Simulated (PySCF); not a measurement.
# H6N3Tm (Tm(NH2)3-): the cost of one run

Computed with PySCF 2.14.0. Level: several levels, as the steps say, no spin–orbit coupling.

1 further run of the same task is left out (for a known fault of the program).

## 1. The starting structure

10 atoms, charge -1, spin multiplicity 1.

Bond lengths: Tm1–N2 2.383 Å, Tm1–N5 2.383 Å, Tm1–N8 2.383 Å, N2–H3 1.024 Å, N2–H4 1.024 Å, N5–H6 1.024 Å, N5–H7 1.024 Å, N8–H9 1.024 Å, N8–H10 1.024 Å. Angles: N2–Tm1–N5 120.0°, N2–Tm1–N8 120.0°, N5–Tm1–N8 120.0°, Tm1–N2–H3 128.6°, Tm1–N2–H4 128.6°, H3–N2–H4 102.7°, Tm1–N5–H6 128.6°, Tm1–N5–H7 128.6°, H6–N5–H7 102.7°, Tm1–N8–H9 128.6°, Tm1–N8–H10 128.6°, H9–N8–H10 102.7°.

As a file:

```tsv
atom	x (Å)	y (Å)	z (Å)
Tm1	0.0000	0.0000	0.0000
N2	2.3833	0.0000	0.0000
H3	3.0227	0.0000	0.8001
H4	3.0227	0.0000	-0.8001
N5	-1.1916	2.0640	0.0000
H6	-1.5113	2.6178	0.8001
H7	-1.5113	2.6178	-0.8001
N8	-1.1917	-2.0640	0.0000
H9	-1.5114	-2.6178	0.8001
H10	-1.5114	-2.6178	-0.8001
```

Formal oxidation states: Tm +2. Each metal's 13 4f electrons lie in its core potential, so multiplicities, spins and levels count the valence alone. An earlier session relaxed this geometry at PBE0, Tm lcecp-0-SVP with ECP59, N def2-SVP, H def2-SVP (singlet, point group D3h). Its vibrations showed it to be a saddle point, relaxed within its symmetry.

At PBE0 on the finer grid: E = -200.048026 Eh, frontier levels not given, since the 4f levels lie in the core, Mulliken charge on Tm1 +0.42 e, largest force component 0.001 eV/Å. 

Levels to run: M06-L; TPSS; PBE0, TZVP. Hardware: 2 threads of Arm Neoverse V1, shared host.

## 2. M06-L

run.py (the lines that set the calculation)

```python
mol = gto.M(atom='''
Tm     0.00000     0.00000     0.00000
N      2.38328    -0.00001     0.00000
H      3.02273    -0.00001     0.80008
H      3.02273    -0.00001    -0.80008
N     -1.19163     2.06398     0.00000
H     -1.51135     2.61776     0.80008
H     -1.51135     2.61776    -0.80008
N     -1.19165    -2.06398     0.00000
H     -1.51137    -2.61775     0.80008
H     -1.51137    -2.61775    -0.80008''',
    basis={'Tm': 'lcecp-0-SVP', 'N': 'def2-SVP', 'H': 'def2-SVP'},
    ecp={'Tm': 'lcecp-0-SVP'},
    charge=-1, spin=0)
mf = dft.RKS(mol, xc='M06L')
mf.grids.atom_grid = (75, 302)  # f atoms: unpruned, at least (60, 302)
mf = mf.density_fit()  # fitting sets: Tm AutoAux, N def2-universal-JKFIT, H def2-universal-JKFIT
mf.conv_tol = 1e-08; mf.max_cycle = 55
mf.kernel(dm0)  # dm0: the density of the relaxed state
```

Launch:

```bash
$ OMP_NUM_THREADS=2 python run.py
```

**Question.** How long does this run take on 2 threads of Arm Neoverse V1, shared host?

About 11 s.
